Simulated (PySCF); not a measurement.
# AsBH6N2: the cost of one run

The runs use PySCF 2.14.0, with density-fitted response routines of our own; the level of theory stands in each step. All values are computed, except where a source is named. Atoms are numbered from 0 throughout.

## (1) The molecule as given

10 atoms, charge 0, multiplicity 1; geometry from: GFN2-xTB. The atoms were then displaced at random by about 0.01 Å, so the start is not that level's minimum.

Bonds of the start (Å): N0–B1 1.37, B1–N2 1.41, B1–As3 2.08, N0–H4 1.04, N0–H5 1.01, N2–H6 0.98, N2–H7 1.01, As3–H8 1.53, As3–H9 1.49.

## (2) Optimising the geometry at PBE0-D3(BJ)/def2-SVP

What the job is given:

```
{"job": {"xc": "PBE0", "basis": "def2-SVP", "d3": "d3bj", "grid": 1, "shake": 0.01, "kind": "geom"}, "charge": 0, "multiplicity": 1}
N     -0.568720     1.118090     0.106320
B     -0.131980    -0.168870    -0.094950
N     -1.069270    -1.172440    -0.429500
As     1.889940    -0.632410     0.092240
H     -1.558170     1.408500     0.016790
H      0.015200     1.914080     0.331500
H     -2.028110    -1.013830    -0.523570
H     -0.771940    -2.122440    -0.581300
H      1.949760    -0.040980     1.501350
H      2.323720     0.689380    -0.439940
```

Run with:

```bash
$ OMP_NUM_THREADS=1 python probes_run.py task.json out
```

One launch serves the whole session: the jobs run in the order shown.

**Question.** How long does this first job take on 1 thread of Arm Neoverse V2, shared host, and how much memory does it need?

About 30 s, with a peak of 0.42 GiB.
